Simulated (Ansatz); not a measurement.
# LiCa16: the cost of one run

Program: Ansatz 0.2.0. Level of theory: DFT PBE+D3(BJ), plane waves, PAW, scalar-relativistic, no spin polarisation. These are calculated values, not measurements.

1 further run of the same task is left out (it didn't finish).

### Step 1. The structure to begin with

The cell holds 17 atoms (Ca16Li): a = 11.160 Å, b = 7.891 Å, c = 16.918 Å, α = 90.00°, β = 90.00°, γ = 90.00°.

Structure file:

```
Ca Li
1.0
    11.16000    0.00000    0.00000
     0.00000    7.89131    0.00000
     0.00000    0.00000   16.91848
Ca Li
16 1
Direct
  0.25000 0.25000 0.05911
  0.75000 0.25000 0.05911
  0.25000 0.75000 0.05911
  0.75000 0.75000 0.05911
  0.00000 0.00000 0.17571
  0.50000 0.00000 0.17571
  0.00000 0.50000 0.17571
  0.50000 0.50000 0.17571
  0.25000 0.25000 0.29232
  0.75000 0.25000 0.29232
  0.25000 0.75000 0.29232
  0.75000 0.75000 0.29232
  0.00000 0.00000 0.40893
  0.50000 0.00000 0.40893
  0.00000 0.50000 0.40893
  0.50000 0.50000 0.40893
  0.74278 0.49559 0.50055
```

### Step 2. Relaxing end A

File input.yaml:

```yaml
crystal:
  lattice:
    - [11.16, 0.0, 0.0]
    - [0.0, 7.891312, 0.0]
    - [0.0, 0.0, 16.918484]
  atoms:
    - { symbol: Ca, position: [0.25, 0.25, 0.059107] }
    - { symbol: Ca, position: [0.75, 0.25, 0.059107] }
    - { symbol: Ca, position: [0.25, 0.75, 0.059107] }
    - { symbol: Ca, position: [0.75, 0.75, 0.059107] }
    - { symbol: Ca, position: [0.0, 0.0, 0.1757148] }
    - { symbol: Ca, position: [0.5, 0.0, 0.1757148] }
    - { symbol: Ca, position: [0.0, 0.5, 0.1757148] }
    - { symbol: Ca, position: [0.5, 0.5, 0.1757148] }
    - { symbol: Ca, position: [0.25, 0.25, 0.2923226] }
    - { symbol: Ca, position: [0.75, 0.25, 0.2923226] }
    - { symbol: Ca, position: [0.25, 0.75, 0.2923226] }
    - { symbol: Ca, position: [0.75, 0.75, 0.2923226] }
    - { symbol: Ca, position: [0.0, 0.0, 0.4089305] }
    - { symbol: Ca, position: [0.5, 0.0, 0.4089305] }
    - { symbol: Ca, position: [0.0, 0.5, 0.4089305] }
    - { symbol: Ca, position: [0.5, 0.5, 0.4089305] }
    - { symbol: Li, position: [0.7427839, 0.4955898, 0.5005463] }
basis:
  ecutwfc: 420.0
kpoints:
  mp_grid: { grid: [2, 2, 1] }
hamiltonian:
  xc: pbe
  dispersion: d3bj
scf:
  occupations: { method: gaussian, width: 0.15 }
  lower_state_search: "off"
relax:
  f_tol: 0.03
  max_steps: 60
  adjacent_minimum: "off"
  constraints: [{ sites: [0, 1, 2, 3] }]
```

On the command line:

```
ansatz run input.yaml --threads 4 --pin off --max-ram 10240MiB --backend cpu --events-out ev --progress --plain --runs-dir out
```

**Question.** How long does this run take on 4 threads of Arm Neoverse V1, shared host, and how much memory does it need?

About 2.4 min, with a peak of 2.7 GiB.
